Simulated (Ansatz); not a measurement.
# C₂H₆FIn: how energies converge with the basis set

One table from this session's results is given with a row withheld; the runs are named, their logs left out.

Program: Ansatz 0.2.0, Gaussian basis. Level of theory: one geometry, several basis sets. These are calculated values, not measurements.

Levels to be run: PBE0-D4/def2-SVP; ωB97M-V/def2-SVP; PBE0-D4/def2-QZVPP; ωB97M-V/def2-QZVPP; the functionals' def2-TZVPP values are taken from earlier runs.

### The geometry

An earlier PBE0-D4 in a triple-zeta def2 set relaxation fixed the geometry. In takes the def2 core potential; no spin-orbit term is included.

SMILES `C[CH2][InH][F]`, 10 atoms, charge 0, spin multiplicity 1.

Atoms are counted from 1 here; the program's logs count them from 0.

Bond lengths: C1–C2 1.522 Å, C1–H5 1.091 Å, C1–H6 1.095 Å, C1–H7 1.092 Å, C2–In3 2.144 Å, C2–H8 1.093 Å, C2–H9 1.095 Å, In3–F4 1.975 Å, In3–H10 1.708 Å. Angles: C2–C1–H5 111.8°, C2–C1–H6 110.9°, C2–C1–H7 111.8°, H5–C1–H6 107.9°, H5–C1–H7 106.7°, H6–C1–H7 107.4°, C1–C2–In3 112.9°, C1–C2–H8 111.8°, C1–C2–H9 111.2°, In3–C2–H8 108.2°, In3–C2–H9 106.1°, H8–C2–H9 106.1°, C2–In3–F4 107.4°, C2–In3–H10 143.5°, F4–In3–H10 109.1°.

Set-up of the first run:

The input, in.yaml:

```yaml
crystal:
  periodic: [false, false, false]
  atoms:
    - {symbol: C, position_ang: [-1.195886, 0.568021, -0.053540]}
    - {symbol: C, position_ang: [-0.040460, 0.068481, 0.802786]}
    - {symbol: In, position_ang: [1.591881, -0.693655, -0.359342]}
    - {symbol: F, position_ang: [0.917021, -1.011408, -2.187798]}
    - {symbol: H, position_ang: [-1.550795, -0.198916, -0.743939]}
    - {symbol: H, position_ang: [-2.040796, 0.875701, 0.570722]}
    - {symbol: H, position_ang: [-0.908372, 1.429037, -0.660747]}
    - {symbol: H, position_ang: [0.345318, 0.850563, 1.461665]}
    - {symbol: H, position_ang: [-0.357067, -0.750537, 1.456262]}
    - {symbol: H, position_ang: [3.239146, -1.137286, -0.286090]}
basis:
  gaussian: {orbitals: def2-SVP}
hamiltonian: {xc: pbe0, dispersion: d4}
output: {orbitals: {seedname: orbitals}}
```

Steps of the session up to this table: PBE0-D4 in def2-SVP; ωB97M-V in def2-SVP; PBE0-D4 in def2-QZVPP; ωB97M-V in def2-QZVPP.

One of the session's tables, all rows but one given; the rest of the session is left out.

It belongs to the step «Density functionals: the series». 

| functional | basis | HOMO (eV) | LUMO (eV) |
| --- | --- | --- | --- |
| PBE0-D4 | def2-SVP | -7.63 | -1.28 |
| PBE0-D4 | def2-TZVPP | -7.70 | -1.40 |
| PBE0-D4 | def2-QZVPP | -7.72 | -1.43 |
| ωB97M-V | def2-SVP | ? | ? |
| ωB97M-V | def2-TZVPP | -9.85 | 0.01 |
| ωB97M-V | def2-QZVPP | -9.87 | -0.07 |

Q: Estimate the row for ωB97M-V, def2-SVP from the others.

The run gave: HOMO (eV): -9.76; LUMO (eV): 0.27. In the column «HOMO (eV)» it lies between ωB97M-V, def2-TZVPP (-9.85) and PBE0-D4, def2-QZVPP (-7.72).
